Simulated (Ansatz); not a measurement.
# The gallium atom (doublet): from Hartree-Fock to the top rungs, def2-SVP

Aim: climb from Hartree-Fock through coupled cluster for the gallium atom (doublet) at one geometry and basis, and see what each rung misses.

The runs use Ansatz 0.2.0, Gaussian basis; def2-SVP, correlated electrons: outside noble gas.

Plan: UHF; CCSD(T) on ROHF; Full CI.

## Step 1: The atom

A free atom, in its lowest state of this spin that the program finds. No spin-orbit coupling is included. The filled d shell of Ga may be among the frozen orbitals whatever the setting's name suggests; the logs give the count.

1 atom, charge 0, spin multiplicity 2.

In the tables R marks a restricted open-shell determinant and U an unrestricted one; correlation energies count from the lowest restricted Hartree-Fock solution.

## Step 2: UHF

Contents of in.yaml:

```yaml
crystal:
  periodic: [false, false, false]
  atoms:
    - {symbol: Ga, position_ang: [0.000000, 0.000000, 0.000000]}
basis:
  gaussian: {orbitals: def2-SVP}
magnetization: {spin_polarized: true, initial_magnetization: 1}
hamiltonian: {xc: hf}
output: {orbitals: {seedname: orbitals}}
```

Run with:

```
$ ansatz run in.yaml --threads 1 --pin off --events-out ev --progress --plain --max-ram 2393MiB
```

Further steps of the session: CCSD(T) on ROHF; Full CI.

Before running them: what should the planned runs give, taken together? Wanted: correlation energy, FCI; RMP2 from FCI; RCCSD from FCI; RCCSD(T) from FCI; T1 diagnostic; effectively unpaired electrons.

The runs gave:

| quantity | value |
| --- | --- |
| correlation energy, FCI | -1.2739 eV |
| RMP2 from FCI | +9.32 kcal/mol |
| RCCSD from FCI | +0.53 kcal/mol |
| RCCSD(T) from FCI | +0.15 kcal/mol |
| levels of the table within 1 kcal/mol (43 meV) | RCCSD, RCCSD(T) |
| T1 diagnostic | 0.022 |
| effectively unpaired electrons | 1.04 |

**Reading.** RCCSD(T) lands +0.15 kcal/mol from the yardstick (0.5 % of the correlation energy). One determinant dominates. These misses are within one basis, not against nature; the frozen cores of restricted and unrestricted runs differ, which can shift their rows.
